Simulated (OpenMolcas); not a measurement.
**Pt³⁺ among point charges: CASSCF and CASPT2 levels and susceptibility**

Aim: the splitting of the states of Pt³⁺ in the field of 6 point charges, its lowest levels with spin-orbit coupling and its magnetic susceptibility.

The numbers are computed with OpenMolcas 26.06 (state-averaged CASSCF and CASPT2, spin-orbit coupling by RASSI with atomic mean-field integrals), except any that are marked as measured or tabulated.

## (1) The atom as given

- Species: Pt³⁺ (platinum, Z = 78, 75 electrons)
- Basis: ANO-RCC-VDZP [7s6p4d2f], 59 functions
- Scalar Hamiltonian: DKH2, point nucleus
- Inactive shells: 1s 2s 2p 3s 3p 3d 4s 4p 4d 4f 5s 5p
- Active space: 7 electrons in 5 orbitals (5d)
- Some configurations of this space: 5d7
- Orbitals: optimised for each spin and parity, averaged over all roots

The outer shells:

5d7
```
5d [↑↓][↑↓][↑ ][↑ ][↑ ]
```

The ion sits among 6 point charges of -1.7 e arranged as an octahedron (Oh), 1.69 Å from the ion.

The work runs as a chain of OpenMolcas steps in one folder; each step below is one input file. Labels, J, g values, rates, χT and fits are worked out afterwards by a script from the matrices that RASSI stores. The input lists half of the charges; inversion (Group=XYZ) makes the rest.

## (2) One- and two-electron integrals

File a.inp:

```
&GATEWAY
Coord
1

Pt 0.0 0.0 0.0
Basis=ANO-RCC-VDZP
Group=XYZ
NoMove
AngMom=0.0 0.0 0.0
AMFI
XField
3 Angstrom 0
1.690000 0.000000 0.000000 -1.700000
0.000000 1.690000 0.000000 -1.700000
0.000000 0.000000 1.690000 -1.700000
&SEWARD
```

Command:

```bash
> OMP_NUM_THREADS=1 MOLCAS_MEM=1689 MOLCAS_PROJECT=a pymolcas a.inp > a.log
```

## (3) CASSCF: quartets of even parity, 10 roots

File a.inp:

```
&RASSCF
FileOrb=start.orb
Symmetry=1
Spin=4
nActEl=7 0 0
Inactive=15 19
Ras2=5 0
CIRoot=10 10 1
SDav=10
CIMx=300
Iter=120 100
PrWF=0.3
OrbListing=Nothing
MaxOrb=0
>>> COPY $Project.JobIph JOB001
```

start.orb holds the contracted functions of the basis, ordered by shell, or the orbitals of the step before.

## (4) CASSCF: doublets of even parity, 40 roots

File a.inp:

```
&RASSCF
FileOrb=start.orb
Symmetry=1
Spin=2
nActEl=7 0 0
Inactive=15 19
Ras2=5 0
CIRoot=40 40 1
SDav=40
CIMx=300
Iter=120 100
PrWF=0.3
OrbListing=Nothing
MaxOrb=0
>>> COPY $Project.JobIph JOB002
```

## (5) State interaction with spin-orbit coupling

File a.inp:

```
&RASSI
NrOfJobIphs=2 10 40
1 2 3 4 5 6 7 8 9 10
1 2 3 4 5 6 7 8 9 10 11 12 13 14 15 16 17 18 19 20 21 22 23 24 25 26 27
28 29 30 31 32 33 34 35 36 37 38 39 40
IphNames
JOB001
JOB002
EJob
SpinOrbit
DIPRint=1.0
SOCoupling=1000.0
Subsets=2
Property=9
'ANGMOM' 1 'ANGMOM' 2 'ANGMOM' 3 'MLTPL  1' 1 'MLTPL  1' 2 'MLTPL  1' 3
'AMFI' 1 'AMFI' 2 'AMFI' 3
SOProperty=3
'ANGMOM' 1 'ANGMOM' 2 'ANGMOM' 3
```

## (6) CASPT2: IPEA 0.25, imaginary shift 0.1 (closed shells correlated: 5s 5p)

File a.inp:

```
>>> COPY JOB001 $Project.JobIph
&CASPT2
Multistate=10 1 2 3 4 5 6 7 8 9 10
NoMult
Frozen=14 16
IPEA=0.25
Imaginary=0.1
MaxIter=60
WThr=0.0 0.3 0.05
PrWF=0.5
NoMix
>>> COPY JOB002 $Project.JobIph
&CASPT2
Multistate=40 1 2 3 4 5 6 7 8 9 10 11 12 13 14 15 16 17 18 19 20 21 22
23 24 25 26 27 28 29 30 31 32 33 34 35 36 37 38 39 40
NoMult
Frozen=14 16
IPEA=0.25
Imaginary=0.1
MaxIter=60
WThr=0.0 0.3 0.05
PrWF=0.5
NoMix
```

(Steps that only read results are left out.)

**Question.** What will these runs give? Wanted: spin-free ground state; first state of the same spin within the active space; lowest level; next level.

**Answer**, as computed:

| quantity | value |
| --- | --- |
| method | SS-CASPT2, IPEA 0.25, imaginary shift 0.1 (closed shells correlated: 5s 5p) |
| spin-free ground state | 2E, 2-fold in its orbital part |
| first state of the same spin within the active space | 2T1 at 17200 cm⁻¹ |
| lowest level | 4-fold Γ8 |
| next level | 2908.8 cm⁻¹ |
| χT at 300 K | 1.11 cm³ K/mol |
| effective moment at 300 K | 2.97 μB |

Cost by method:

| method | time of its own steps | time with the reference |
| --- | --- | --- |
| A. CASSCF | 18 s | 18 s |
| B. SS-CASPT2, IPEA 0.25, imaginary shift 0.1, +5s 5p | 6.3 s | 24 s |

Times are of one thread on a shared host.

**Reading.** The spin-free ground state (2E) comes to 43 % from free-ion G terms and has less than the highest spin computed. χT at 300 K is 1.11, against 0.38 cm³ K/mol for the spin alone, so orbital moment adds to it. A ligand-field fit to the states below 45000 cm-1 gives 10Dq = 20638 cm-1, B = 767 cm-1 and C = 3425 cm-1 (C/B = 4.47), with a deviation of 649 cm-1. CASPT2 does not keep the components of a term degenerate, and the means are used. An orbital doublet at a regular site is open to a Jahn-Teller distortion, which this geometry leaves out. The field of point charges can differ much from that of real complexes. With metal d orbitals alone active, the gaps between spin states are rough; where two lie within a few thousand cm-1, their order is open. This is an electrostatic model: the charges have no orbitals.
